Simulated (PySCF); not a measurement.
# CH3AlF2 (SMILES F[CH2][AlH][F]): a chain of runs

We compute a structure relaxation (HF-D3(BJ)/pc-0), then the harmonic vibrations, then the energy (NEVPT2(2,2)/6-31G*), then ionisation energies (EOM-CCSD/ccECP-cc-pVDZ) of CH3AlF2. The job is set up through a Python script.

The results are computed with PySCF 2.14.0.

### 1 Starting point

The species is CH3AlF2 (7 atoms), meant as a singlet with charge 0. SMILES: `F[CH2][AlH][F]`. The shape comes from a force field and isn't a relaxed structure. This is one conformer, not always the lowest. The run starts from this shape.

Bond lengths: F1–C2 1.344 Å, C2–Al3 1.973 Å, Al3–F4 1.739 Å, C2–H5 1.124 Å, C2–H6 1.125 Å, Al3–H7 1.659 Å. Angles: F1–C2–Al3 106.9°, C2–Al3–F4 123.4°, F1–C2–H5 111.9°, F1–C2–H6 109.6°, Al3–C2–H5 108.6°, Al3–C2–H6 110.8°, C2–Al3–H7 119.0°, F4–Al3–H7 117.5°, H5–C2–H6 109.1°.

### 2 A structure relaxation at HF-D3(BJ)/pc-0 (density fitting) (run 1)

input.py

```python
from pyscf import gto, scf
from pyscf.geomopt.geometric_solver import kernel as optimise

mol = gto.M(
    atom='''
F   -1.439900   0.899800   0.634300
C   -0.354100   0.838100  -0.154800
Al   0.457700  -0.939100   0.122500
F   -0.357000  -2.431300  -0.240800
H   -0.619300   0.944500  -1.241700
H    0.365900   1.654300   0.129700
H    2.007800  -1.034300   0.705000
''',
    verbose=3,
    max_memory=1860,
    basis='pc-0',
)

calc0 = scf.RHF(mol)
calc0 = calc0.density_fit()
calc0.disp = 'd3bj'
converged, mol_eq = optimise(calc0, maxsteps=100)
print('converged:', converged)
print(mol_eq.tostring())

calc0.reset(mol_eq)
mol = mol_eq
calc0.kernel()
e_tot = calc0.e_tot
print('E = %.10f Eh' % e_tot)
```

Run with:

```console
$ OMP_NUM_THREADS=1 python input.py
```

The program printed:

```text
maxiter                   100
----------------------------------------------------------
Custom engine selected.
Bonds will be generated from interatomic distances less than 1.20 times sum of covalent radii
21 internal coordinates being used (instead of 21 Cartesians)
Internal coordinate system (atoms numbered from 1):
Distance 1-2
Distance 2-3
Distance 2-5
Distance 2-6
Distance 3-4
Distance 3-7
Angle 1-2-3
Angle 1-2-5
Angle 1-2-6
Angle 3-2-5
Angle 3-2-6
Angle 5-2-6
Angle 2-3-7
Angle 4-3-7
Out-of-Plane 3-2-4-7
Dihedral 1-2-3-4
Dihedral 1-2-3-7
Dihedral 5-2-3-4
Dihedral 5-2-3-7
Dihedral 6-2-3-4
Dihedral 6-2-3-7
Translation-X 1-7
Translation-Y 1-7
Translation-Z 1-7
Rotation-A 1-7
Rotation-B 1-7
Rotation-C 1-7
> ===== Optimization Info: ====
> Job type: Energy minimization
> Maximum number of optimization cycles: 100
> Initial / maximum trust radius (Angstrom): 0.100 / 0.300
> Convergence Criteria:
> Will converge when all 5 criteria are reached:
>  |Delta-E| < 1.00e-06
[... 17 lines left out ...]
WARN: Mole.unit (angstrom) is changed to Bohr
[... 29 lines left out ...]
WARN: Even tempered Gaussians are generated as DF auxbasis for  F H Al C
[... 55 lines left out ...]
WARN: Even tempered Gaussians are generated as DF auxbasis for  F H Al C
[... 55 lines left out ...]
WARN: Even tempered Gaussians are generated as DF auxbasis for  F H Al C
[... 55 lines left out ...]
WARN: Even tempered Gaussians are generated as DF auxbasis for  F H Al C
[... 55 lines left out ...]
WARN: Even tempered Gaussians are generated as DF auxbasis for  F H Al C
[... 55 lines left out ...]
WARN: Even tempered Gaussians are generated as DF auxbasis for  F H Al C
[... 55 lines left out ...]
WARN: Even tempered Gaussians are generated as DF auxbasis for  F H Al C
[... 55 lines left out ...]
WARN: Even tempered Gaussians are generated as DF auxbasis for  F H Al C
[... 43 lines left out ...]
Converged! =D
[... 1 line left out ...]
converged: True
F          -1.71185500        0.68500817        0.04350255
C          -0.28890061        0.82643229       -0.13330474
Al          0.51474925       -0.96847778        0.12165277
F          -0.43771581       -2.28050643        0.47034212
H          -0.13590220        1.24445247       -1.12601497
H           0.04479665        1.56947478        0.58788157
H           2.07592773       -1.14438350       -0.00985929

WARN: Even tempered Gaussians are generated as DF auxbasis for  F H Al C

converged SCF energy = -479.619417482309
E = -479.6194174823 Eh
```

Wall time 3.6 s (1 thread of AMD EPYC 9R45 (Zen 5), shared host); peak memory 0.17 GiB.

Steps, from the record of the run:

| step | energy from the first frame kept (eV) | largest force (eV/Å) |
| --- | --- | --- |
| 0 | 0.0000 | 5.3075 |
| 1 | -0.4079 | 1.0614 |
| 2 | -0.4384 | 0.3139 |
| 3 | -0.4527 | 0.2279 |
| 4 | -0.4626 | 0.0970 |
| 5 | -0.4661 | 0.0482 |
| 6 | -0.4667 | 0.0442 |
| 7 | -0.4672 | 0.0381 |
| 8 | -0.4683 | 0.0445 |
| 9 | -0.4718 | 0.1349 |
| 10 | -0.4744 | 0.2544 |
| 11 | -0.4822 | 0.1950 |
| 12 | -0.5034 | 0.1563 |
| 13 | -0.5046 | 0.0492 |
| 14 | -0.5049 | 0.0133 |
| 15 | -0.5049 | 0.0045 |
| 16 | -0.5049 | 0.0013 |

After the run. Bond lengths: F1–C2 1.441 Å, C2–Al3 1.983 Å, Al3–F4 1.658 Å, C2–H5 1.088 Å, C2–H6 1.088 Å, Al3–H7 1.577 Å. Angles: F1–C2–Al3 107.2°, C2–Al3–F4 120.7°, F1–C2–H5 106.8°, F1–C2–H6 106.8°, Al3–C2–H5 114.1°, Al3–C2–H6 114.1°, C2–Al3–H7 119.4°, F4–Al3–H7 119.9°, H5–C2–H6 107.4°.

### 3 Vibrational wavenumbers at HF-D3(BJ)/pc-0 (density fitting) (run 2)

input.py

```python
import numpy
from pyscf import gto, symm
from pyscf.hessian import thermo

system = gto.M(
    atom='''
F     -1.356673     1.245347    -0.092602
C      0.066281     1.386771    -0.269410
Al     0.869931    -0.408139    -0.014452
F     -0.082534    -1.720167     0.334237
H      0.219224     1.804691    -1.262647
H      0.399923     2.129714     0.451250
H      2.431110    -0.584044    -0.145964
''',
    charge=0,
    verbose=3,
    max_memory=1860,
    basis='pc-0',
    spin=0,
)

mf = system.RHF()
mf = mf.density_fit()
mf.disp = 'd3bj'
mf.kernel()

e_tot = mf.e_tot
print('E(%s) = %.9f' % ('HF', e_tot))
hess = mf.Hessian().kernel()
modes = thermo.harmonic_analysis(system, hess)
print('frequencies (1/cm)', numpy.round(modes['freq_wavenumber'], 1))
symm.geom.TOLERANCE = 1e-3  # for the symmetry number
th = thermo.thermo(mf, modes['freq_au'], 500, 101325)
thermo.dump_thermo(system, th)
```

Run with:

```console
$ OMP_NUM_THREADS=1 python input.py
```

The program printed:

```text
WARN: Even tempered Gaussians are generated as DF auxbasis for  H F Al C

converged SCF energy = -479.619417218952
E(HF) = -479.619417219

WARN: DFTD3 does not support analytical Hessian, using finite difference

WARN: Mole.unit (angstrom) is changed to Bohr

frequencies (1/cm) [  76.4  119.5  345.7  490.2  602.5  713.5  758.9  945.7 1123.5 1281.1
 1390.4 1642.1 2049.8 3234.9 3288. ]
temperature 500.0000 [K]
pressure 101325.00 [Pa]
Rotational constants [GHz] 10.97039 3.51721 2.70756
Symmetry number 1
Zero-point energy (ZPE) 0.04115 [Eh]   108036.138 [J/mol]
                           tot       elec      trans        rot        vib
Entropy [J/mol/K]       358.019      0.000    174.146    113.284     70.590
Cv [J/mol/K]             90.743      0.000     12.472     12.472     65.800
Cp [J/mol/K]             99.057      0.000     20.786     12.472     65.800
Internal energy [J/mol]                      6235.845   6235.845 125813.300
Internal energy [Eh]   -479.56675  -479.61942
Enthalpy [J/mol]                            10393.075   6235.845 125813.300
Enthalpy [Eh]          -479.56516
Gibbs free energy [J/mol]                  -76679.853 -50405.943  90518.317
Gibbs free energy [Eh] -479.63335
```

It took 2 s on 1 thread of AMD EPYC 9R45 (Zen 5), shared host; peak memory 0.23 GiB.

### 4 A single-point energy at NEVPT2(2,2)/6-31G(d) (spherical functions) (run 3)

geometry.xyz

```xyz
7

F     -1.711855     0.685008     0.043503
C     -0.288901     0.826432    -0.133305
Al     0.514749    -0.968478     0.121653
F     -0.437716    -2.280506     0.470342
H     -0.135902     1.244452    -1.126015
H      0.044797     1.569475     0.587882
H      2.075928    -1.144383    -0.009859
```

job.py

```python
from pyscf import gto, mcscf, mrpt

molecule = gto.M(
    atom='geometry.xyz',
    max_memory=1860,
    basis='6-31g*',
    spin=0,
    verbose=4,
)

calc0 = molecule.RHF()
calc0.kernel()

cas = mcscf.CASSCF(calc0, 2, 2)
cas.fix_spin_(ss=0.0)
cas.natorb = True
cas.kernel()
e_pt2 = mrpt.NEVPT(cas).kernel()
etot = cas.e_tot + e_pt2
print(f'total energy: {etot:.8f} hartree')
dip = calc0.dip_moment()
pop, q = calc0.mulliken_pop()
```

Run with:

```console
$ OMP_NUM_THREADS=1 python job.py
```

The program printed:

```text
PySCF version 2.14.0

[... 61 lines left out ...]
converged SCF energy = -480.435838025992
[... 23 lines left out ...]
sorting_mo_energy = False
[... 38 lines left out ...]
1-step CASSCF converged in  12 macro (148 JK  36 micro) steps
[... 2 lines left out ...]
Natural orbital (expansion on meta-Lowdin AOs) in CAS space
[... 8 lines left out ...]
CASSCF energy = -480.449683167638
[... 6 lines left out ...]
Natural orbital (expansion on meta-Lowdin AOs) in CAS space
[... 16 lines left out ...]
Nevpt2 Energy = -0.516852512875469
total energy: -480.96653568 hartree
Dipole moment(X, Y, Z, Debye):  2.71698,  1.40188, -0.55165
[... 35 lines left out ...]
pop of  2 Al 2pz          1.98999
pop of  2 Al 3px          0.47283
pop of  2 Al 3py          0.36795
pop of  2 Al 3pz          0.07835
pop of  2 Al 4px          0.04569
pop of  2 Al 4py          0.00036
pop of  2 Al 4pz          0.01945
pop of  2 Al 3dxy         0.05275
pop of  2 Al 3dyz         0.02556
pop of  2 Al 3dz^2        0.01615
pop of  2 Al 3dxz         0.01319
pop of  2 Al 3dx2-y2      0.10225
pop of  3 F 1s            1.99784
pop of  3 F 2s            0.91447
pop of  3 F 3s            1.06745
pop of  3 F 2px           1.10486
pop of  3 F 2py           1.08268
pop of  3 F 2pz           1.10181
pop of  3 F 3px           0.77060
pop of  3 F 3py           0.75438
pop of  3 F 3pz           0.79677
pop of  3 F 3dxy          0.00309
pop of  3 F 3dyz          0.00179
pop of  3 F 3dz^2         0.00110
pop of  3 F 3dxz          0.00102
pop of  3 F 3dx2-y2       0.00248
pop of  4 H 1s            0.53067
pop of  4 H 2s            0.29774
pop of  5 H 1s            0.53067
pop of  5 H 2s            0.29769
pop of  6 H 1s            0.47457
pop of  6 H 2s            0.69269
 ** Mulliken atomic charges  **
charge of    0F =     -0.47266
charge of    1C =     -0.15888
charge of    2Al =      1.05592
charge of    3F =     -0.60034
charge of    4H =      0.17159
charge of    5H =      0.17164
charge of    6H =     -0.16726
```

Wall time 3.6 s (1 thread of AMD EPYC 9R45 (Zen 5), shared host); peak memory 0.18 GiB.

### 5 Ionisation energies at EOM-CCSD/ccECP-cc-pVDZ (core potential, root kind ip) (run 4)

job.py

```python
import numpy
from pyscf import gto, cc

mol = gto.Mole()
mol.atom = '''
F       -1.711855       0.685008       0.043503
C       -0.288901       0.826432      -0.133305
Al       0.514749      -0.968478       0.121653
F       -0.437716      -2.280506       0.470342
H       -0.135902       1.244452      -1.126015
H        0.044797       1.569475       0.587882
H        2.075928      -1.144383      -0.009859
'''
mol.charge = 0
mol.spin = 0
mol.max_memory = 1860
mol.verbose = 3
mol.basis = 'ccecp-cc-pvdz'
mol.ecp = 'ccecp'
mol.build()

myscf = mol.RHF()
myscf.kernel()

mycc = cc.CCSD(myscf)
mycc.kernel()
e_final = mycc.e_tot
print('E = %.10f Eh' % e_final)

e, vec = mycc.ipccsd(nroots=2)
roots = numpy.atleast_1d(e) * 27.211386
print('EOM-IP-CCSD roots (eV)')
for i, w in enumerate(roots, 1):
    print('%3d %10.4f' % (i, w))
```

Run with:

```console
$ OMP_NUM_THREADS=1 python job.py
```

The program printed:

```text
converged SCF energy = -57.2211130435474
E(CCSD) = -57.80636494450206  E_corr = -0.5852519009546326
E = -57.8063649445 Eh
EOM-IP-CCSD roots (eV)
  1    10.8258
  2    13.2595
```

Wall time 5.7 s (1 thread of AMD EPYC 9R45 (Zen 5), shared host); peak memory 0.29 GiB.

### 6 Results

| quantity | value |
| --- | --- |
| run 1, HF-D3(BJ)/pc-0: total energy at the end | -479.61942 Eh |
| run 1, HF-D3(BJ)/pc-0: dipole moment | 3.72 D |
| run 1, HF-D3(BJ)/pc-0: HOMO energy | -11.74 eV |
| run 1, HF-D3(BJ)/pc-0: LUMO energy | 1.35 eV |
| run 1, HF-D3(BJ)/pc-0: HOMO–LUMO gap | 13.09 eV |
| run 1, HF-D3(BJ)/pc-0: dispersion energy | -76.51 kJ/mol |
| run 2, HF-D3(BJ)/pc-0: lowest harmonic wavenumber | 76 cm⁻¹ |
| run 2, HF-D3(BJ)/pc-0: highest harmonic wavenumber | 3288 cm⁻¹ |
| run 2, HF-D3(BJ)/pc-0: zero-point energy | 108.0 kJ/mol |
| run 2, HF-D3(BJ)/pc-0: ideal-gas entropy at 500 K (symmetry number 1 as used) | 85.6 cal/(mol K) |
| run 3, NEVPT2(2,2)/6-31G*: total energy | -480.96654 Eh |
| run 3, NEVPT2(2,2)/6-31G*: dipole moment (Hartree–Fock density) | 3.11 D |
| run 3, NEVPT2(2,2)/6-31G*: HOMO energy (Hartree–Fock orbitals) | -11.52 eV |
| run 3, NEVPT2(2,2)/6-31G*: LUMO energy (Hartree–Fock orbitals) | 1.55 eV |
| run 3, NEVPT2(2,2)/6-31G*: HOMO–LUMO gap (Hartree–Fock orbitals) | 13.07 eV |
| run 4, EOM-CCSD/ccECP-cc-pVDZ: ground-state or mean-field energy | -57.80636 Eh |
| run 4, EOM-CCSD/ccECP-cc-pVDZ: dipole moment (Hartree–Fock density) | 3.51 D |
| run 4, EOM-CCSD/ccECP-cc-pVDZ: HOMO energy (Hartree–Fock orbitals) | -11.82 eV |
| run 4, EOM-CCSD/ccECP-cc-pVDZ: LUMO energy (Hartree–Fock orbitals) | 1.24 eV |
| run 4, EOM-CCSD/ccECP-cc-pVDZ: HOMO–LUMO gap (Hartree–Fock orbitals) | 13.06 eV |
| run 4, EOM-CCSD/ccECP-cc-pVDZ: correlation energy | -585.3 mEh |
| run 4, EOM-CCSD/ccECP-cc-pVDZ: T1 diagnostic | 0.013 |
| run 4, EOM-CCSD/ccECP-cc-pVDZ: first ionisation energy | 10.83 eV |

**Reading.** The optimisation (run 1, HF-D3(BJ)/pc-0) took 16 steps and changed the energy by -0.505 eV. All 15 modes (run 2, HF-D3(BJ)/pc-0) are real, so the shape is a minimum at this level. Mulliken charges (run 2, HF-D3(BJ)/pc-0) run from -0.56 on C2 to +1.25 on Al3; they depend strongly on the basis.
